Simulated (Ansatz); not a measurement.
# C2In: the cost of one run

Program: Ansatz 0.2.0, Gaussian basis. Level of theory: PBE0-D4/def2-SVP, unrestricted. These are calculated values, not measurements.

2 further runs of the same task are left out: 2 that didn't finish.

### Step 1. Starting geometry

SMILES `[C]1#[C][In]1`, 3 atoms, charge 0, spin multiplicity 2.

Atoms are counted from 1 here; the program's logs count them from 0.

Bond lengths: C1–C2 1.225 Å, C2–In3 2.281 Å. Angles: C1–C2–In3 97.0°.

Coordinates:

```
C    -0.1548    1.1702    0.0465
C    -0.7112    0.1622   -0.3708
In    0.8661   -1.3324    0.3244
```

### Step 2. The run

Contents of md/in.yaml:

```yaml
crystal:
  periodic: [false, false, false]
  atoms:
    - {symbol: C, position_ang: [-0.154840, 1.170210, 0.046460]}
    - {symbol: C, position_ang: [-0.711220, 0.162240, -0.370840]}
    - {symbol: In, position_ang: [0.866060, -1.332440, 0.324380]}
basis:
  gaussian: {orbitals: def2-SVP}
magnetization: {spin_polarized: true, initial_magnetization: 1}
hamiltonian: {xc: pbe0, dispersion: d4}
md: {n_steps: 30, timestep: 0.5, temperature: 1000, ensemble: nvt_langevin, seed: 311, friction: 0.002, initial_velocities: maxwell_boltzmann}
```

Started as:

```sh
$ ansatz run in.yaml --threads 2 --pin off --events-out ev --progress --plain --max-ram 3481MiB
```

Q: Estimate wall time and peak memory on 2 threads of Arm Neoverse V1, shared host.

About 44 s, with a peak of 0.14 GiB.
